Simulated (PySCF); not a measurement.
# A diatomic session: GeH

What are the lowest state that PBE0 finds, the bond length, vibrational wavenumber and bond energy of GeH, and how much do these hang on the method?

Program: PySCF 2.14.0. Level of theory: Ge cc-pVDZ-PP with ECP10, H cc-pVDZ, scalar-relativistic core potentials. These are calculated values, not measurements.

**1. The job**

A driver script around PySCF takes these settings:

* atoms: Ge, H
* charge: 0
* basis: Ge cc-pVDZ-PP with ECP10, H cc-pVDZ
* Hamiltonian: scalar-relativistic core potentials
* basis functions: 28
* electrons treated: 23
* masses in u: 73.9212, 1.0078
* levels: PBE0, PBE, r²SCAN, B97-3, TPSSh, PBEsol, LC-ωPBE, HF, MP2, SCS-MP2, CCSD, CCSD(T)
* grid: 80 radial by 434 angular points
* occupations: held fixed by the projection of orbital angular momentum
* dissociation limit: Ge + H, each in its ground configuration
* starting distance in angstrom: 1.480
* values of 2S to try: 1, 3

Run with:

```console
$ OMP_NUM_THREADS=1 python dia.py task.json out
```

The runs that follow: First curve: PBE0; Higher solutions at PBE0; PBE (GGA); r²SCAN; B97-3 (global hybrid GGA); TPSSh (hybrid meta-GGA); PBEsol; LC-ωPBE (range-separated hybrid); UHF (mean field); Adding correlation.

What does the calculation give? Wanted: for each run, Re; ωe; De; μ.

**Answer**, as computed:

Lowest PBE0 solution found, without spin–orbit coupling: ²Π (doublet), unpaired electrons π ↑. State 2 has its PBE0 minimum 1.94 eV higher. The other levels ran on the lowest alone.

```
      level  Re (Å)  ωe (cm⁻¹)  De (eV)  μ (D)
        UHF   1.591       1978     1.92  -0.04
    UHF-MP2   1.592       1951     2.52    n/a
UHF-SCS-MP2   1.595       1935     2.61    n/a
   UHF-CCSD   1.601       1893     2.67    n/a
UHF-CCSD(T)   1.603       1882     2.69    n/a
        PBE   1.631       1796     2.85  -0.25
     PBEsol   1.627       1809     2.97  -0.19
     r²SCAN   1.607       1874     2.87  -0.13
      TPSSh   1.611       1872     3.00  -0.20
       PBE0   1.611       1876     2.81  -0.16
      B97-3   1.615       1863     2.88  -0.20
    LC-ωPBE   1.594       1958     2.77  -0.07
```

De is counted to Ge + H in their ground configurations. A positive dipole means Ge(−)H(+).

Differences from CCSD(T) in the same basis:

```
      level  Re (mÅ)  ωe (%)
        UHF      -11    +5.1
    UHF-MP2      -11    +3.7
UHF-SCS-MP2       -7    +2.9
   UHF-CCSD       -2    +0.6
        PBE      +28    -4.6
     PBEsol      +24    -3.8
     r²SCAN       +4    -0.4
      TPSSh       +8    -0.5
       PBE0       +9    -0.3
      B97-3      +13    -1.0
    LC-ωPBE       -8    +4.1
```

Judged by CCSD(T) in the same basis: best bond length UHF-CCSD (-2 mÅ), worst PBE (+28 mÅ); best wavenumber PBE0 (-0.3 %), worst UHF (+5.1 %). Hartree–Fock falls on the short and stiff side, its usual fault. PBE has the long and soft bond that GGAs tend to give. CCSD(T) in a basis this small is itself some way from its limit, more so than the functionals. Among the levels with a De in the table, it runs from 1.92 eV (UHF) to 3.00 eV (TPSSh).

Correlated steps freeze 4 core orbitals.
